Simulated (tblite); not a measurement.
# C6H11AlOS: the cost of one run

Computed with tblite 0.8.0 and PySCF 2.14.0, with density-fitted response routines of our own, on a single molecule in the gas phase. Atoms are numbered from 0 throughout.

## (1) The starting structure

20 atoms, charge 0, multiplicity 1; geometry from: force field or distance geometry start.

Bonds of the start (Å): S0–C1 1.43, C1–C2 1.50, C2–Al3 2.02, Al3–O4 1.84, O4–C5 1.38, C5–C6 1.54, C6–C7 1.53, C7–C8 1.49, C8–C1 1.46, C8–O4 1.40, C2–H9 1.11, C2–H10 1.12, Al3–H11 1.57, Al3–H12 1.60, C5–H13 1.10, C5–H14 1.10, C6–H15 1.09, C6–H16 1.10, C7–H17 1.12, C7–H18 1.10, C8–H19 1.10.

## (2) Relaxing the molecule with GFN2-xTB

The job: settings as JSON, then the geometry in Å.

```
{"job": {"kind": "relax", "xc": "GFN2-xTB", "basis": "xTB"}, "charge": 0, "multiplicity": 1}
S     -0.894400    -2.683100    -1.075600
C     -0.979500    -1.434300    -0.378300
C     -2.270600    -0.791000     0.044700
Al    -1.675700     1.122700    -0.173700
O      0.047700     0.637400    -0.617600
C      1.008000     1.344000     0.080700
C      2.172300     0.343200     0.146900
C      1.493700    -0.991200    -0.164200
C      0.089400    -0.567200     0.095900
H     -2.538000    -1.017900     1.101200
H     -3.101500    -1.019600    -0.669800
H     -2.441100     1.866500    -1.321800
H     -1.697700     1.893500     1.228800
H      0.589800     1.517200     1.085300
H      1.310000     2.271500    -0.428300
H      2.952400     0.554000    -0.581400
H      2.520800     0.319200     1.189900
H      1.662800    -1.254200    -1.243400
H      1.807800    -1.795500     0.522200
H     -0.061100    -0.304300     1.155600
```

Run with:

```bash
$ OMP_NUM_THREADS=1 python probes_run.py task.json out
```

One launch serves the whole session: the jobs run in the order shown.

Q: Estimate the wall time and peak memory of this first job on 1 thread of Arm Neoverse V1, shared host.

About 2.1 s, with a peak of 0.17 GiB.
